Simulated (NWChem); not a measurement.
**BBrCl2 (bromodichloroborane): PBE0/def2-SVP**

What is the vertical ionisation energy of BBrCl2 (bromodichloroborane) at PBE0/def2-SVP? 

The results are computed with NWChem 7.3.0.

### 1 Starting point

BBrCl2 has 4 atoms, charge 0, and is taken as a singlet. As SMILES, `ClB(Cl)Br`. Geometry: relaxed at PBE0-D4/def2-TZVP.

Bond lengths: Cl1–B2 1.735 Å, B2–Cl3 1.735 Å, B2–Br4 1.901 Å. Angles: Cl1–B2–Cl3 120.1°, Cl1–B2–Br4 119.9°, Cl3–B2–Br4 119.9°.

### 2 A single-point energy at PBE0/def2-SVP

bbrcl2.nw reads:

```
start bbrcl2
memory stack 880 mb heap 220 mb global 1100 mb
geometry units atomic noautosym nocenter noautoz
   Cl     1.10000958     1.25855760     2.85499823
   B      0.07029781    -0.07199857     0.04176295
   Cl     0.83960532    -3.17322811    -0.69088387
   Br    -1.90503291     1.87290756    -2.24423875
end
basis spherical bse
   Cl library def2-SVP
   B library def2-SVP
   Br library def2-SVP
end
dft
   xc pbe0
   grid fine
   convergence energy 1e-08
   maxiter 100
   mulliken
   noprint "final vectors analysis"
end
task dft energy
```

Launch:

```sh
nwchem bbrcl2.nw > bbrcl2.out
```

Log:

```text
[...]
          Wavefunction type:  closed shell.
          No. of atoms     :     4
          No. of electrons :    74
[...]
          Charge           :     0
          Spin multiplicity:     1
[...]
          AO basis - number of functions:    82
[...]
              XC Information
              --------------
                         PBE0 Method XC Functional
                     Hartree-Fock (Exact) Exchange  0.250
          PerdewBurkeErnzerhof Exchange Functional  0.750
            Perdew 1991 LDA Correlation Functional  1.000 local
           PerdewBurkeErnz. Correlation Functional  1.000 non-local
[...]
 d= 0,ls=0.0,diis     1  -3518.1895271601 -3.87D+03  1.58D-02  6.54D-01     2.2
[...]
 d= 0,ls=0.0,diis     8  -3518.2752309873 -1.71D-09  2.51D-06  4.48D-08    13.1
         Total DFT energy =    -3518.275230987265
      One electron energy =    -5586.076654126449
           Coulomb energy =     1867.712417661101
    Exchange-Corr. energy =     -151.320223485976
 Nuclear repulsion energy =      351.409228964059
[...]
      Total Density - Mulliken Population Analysis
     ---------------------------------------------
    Atom       Charge   Shell Charges
 -----------   ------   -------------------------------------------------------
    1 Cl  17    17.02   2.00  1.99  1.27  0.66  5.93  2.16  3.00  0.02
    2 B    5     4.90   1.99  0.85  0.01  1.52  0.38  0.15
    3 Cl  17    17.02   2.00  1.99  1.27  0.66  5.93  2.16  3.00  0.02
    4 Br  35    35.06   2.00  2.00  1.99  1.44  0.50  6.00  5.98  2.38  2.74  8.20  1.74  0.09
[...]
```

Run time: 14 s. Hardware: 1 thread of Intel Xeon Platinum 8259CL at 2.50GHz (Skylake/Cascade Lake), shared host; peak memory 0.11 GiB.

### 3 The doublet cation at the same level

a.nw reads:

```
start a
memory stack 880 mb heap 220 mb global 1100 mb
charge 1

geometry units angstroms noautosym nocenter noautoz
Cl     0.582100     0.666000     1.510800
B      0.037200    -0.038100     0.022100
Cl     0.444300    -1.679200    -0.365600
Br    -1.008100     0.991100    -1.187600
end

basis spherical bse
* library def2-SVP
end

dft
xc pbe0
mult 2
grid fine
convergence energy 1e-08
maxiter 100
mulliken
print low
end

task dft energy
```

Launch:

```sh
nwchem a.nw > a.out
```

Log:

```text
[...]
 d= 0,ls=0.0,diis     1  -3517.6191370100 -3.87D+03  1.51D-02  1.19D+00     2.7
[...]
 d= 0,ls=0.0,diis    15  -3517.8759522821 -1.42D-10  1.13D-07  6.31D-11    31.9
[...]
         Total DFT energy =    -3517.875952282107
      One electron energy =    -5566.971442034038
           Coulomb energy =     1848.617883575391
    Exchange-Corr. energy =     -150.931648396542
 Nuclear repulsion energy =      351.409254573081
[...]
      Total Density - Mulliken Population Analysis
     ---------------------------------------------
    Atom       Charge   Shell Charges
 -----------   ------   -------------------------------------------------------
    1 Cl  17    16.78   2.00  1.99  1.31  0.62  5.93  2.14  2.77  0.03
    2 B    5     4.85   1.99  0.86 -0.01  1.54  0.31  0.16
    3 Cl  17    16.78   2.00  1.99  1.31  0.62  5.93  2.14  2.77  0.03
    4 Br  35    34.59   2.00  2.00  1.99  1.52  0.43  6.00  5.98  2.34  2.31  8.20  1.74  0.09
[...]
      <S2> =      0.7534 (Exact =     0.7500)
[...]
```

Run time: 33 s. Hardware: 1 thread of Intel Xeon Platinum 8259CL at 2.50GHz (Skylake/Cascade Lake), shared host; peak memory 0.11 GiB.

### 4 What came out

At PBE0/def2-SVP:

| quantity | value |
| --- | --- |
| singlet BBrCl2: total energy | -3518.27523 Eh |
| singlet BBrCl2: dipole moment | 0.08 D |
| doublet cation: total energy | -3517.87595 Eh |
| doublet cation: ⟨S²⟩ | 0.753 |
| vertical ionisation energy (to the doublet cation) | 10.865 eV |

The vertical ionisation energy comes to 10.86 eV (1048 kJ/mol). Mulliken charges (doublet cation) run from +0.15 on B2 to +0.41 on Br4; they depend strongly on the basis.
